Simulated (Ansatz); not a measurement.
# ClGeH4O: the cost of one run

Method: UKS PBE-D4/def2-SVP, in Ansatz 0.2.0.

## (1) The system as given

Bond lengths: Ge1–Cl2 2.470 Å, Ge1–H3 1.550 Å, Ge1–O4 1.769 Å, O4–H5 1.010 Å, Ge1–H6 1.549 Å. Angles: Cl2–Ge1–H3 109.5°, Cl2–Ge1–O4 109.5°, Cl2–Ge1–H6 109.5°, H3–Ge1–O4 109.5°, H3–Ge1–H6 109.5°, O4–Ge1–H6 109.5°, Ge1–O4–H5 109.5°.

Coordinates:

```xyz
7

Ge    0.0000    0.0000    0.0000
Cl    0.0000    0.0000    2.4700
H     1.4616    0.0000   -0.5162
O    -0.8337    1.4443   -0.5894
H    -1.7915    1.2136   -0.8118
H    -0.7300   -1.2648   -0.5162
H     0.0000    0.0000    4.1400
```

## (2) A restrained relaxation towards end A

Springs on the bonds that form and break draw the guess towards this end; the thresholds are loose.

input.yaml reads:

```yaml
crystal:
  periodic: [false, false, false]
  atoms:
    - { symbol: Ge, position_ang: [0.0, 0.0, 0.0] }
    - { symbol: Cl, position_ang: [0.0, 0.0, 2.47] }
    - { symbol: H, position_ang: [1.4616, 0.0, -0.5162] }
    - { symbol: O, position_ang: [-0.8337, 1.4443, -0.5894] }
    - { symbol: H, position_ang: [-1.7915, 1.2136, -0.8118] }
    - { symbol: H, position_ang: [-0.73, -1.2648, -0.5162] }
    - { symbol: H, position_ang: [0.0, 0.0, 4.14] }
magnetization:
  spin_polarized: true
  initial_magnetization: 1
basis:
  gaussian: { orbitals: def2-SVP }
hamiltonian:
  xc: pbe
  dispersion: d4
relax:
  f_tol: 0.15
  max_steps: 25
  restrain:
    - { distance: [1, 6], at: 2.57, k: 30.0 }
    - { distance: [0, 1], at: 2.22, k: 30.0 }
output:
  orbitals: {}
```

Launch:

```
> ansatz run input.yaml --threads 2 --pin off --max-ram 3072MiB --backend cpu --events-out ev --progress --plain --runs-dir out
```

**Question.** How long does this run take on 2 threads of Arm Neoverse V1, shared host, and how much memory does it need?

About 17 s, with a peak of 0.14 GiB.
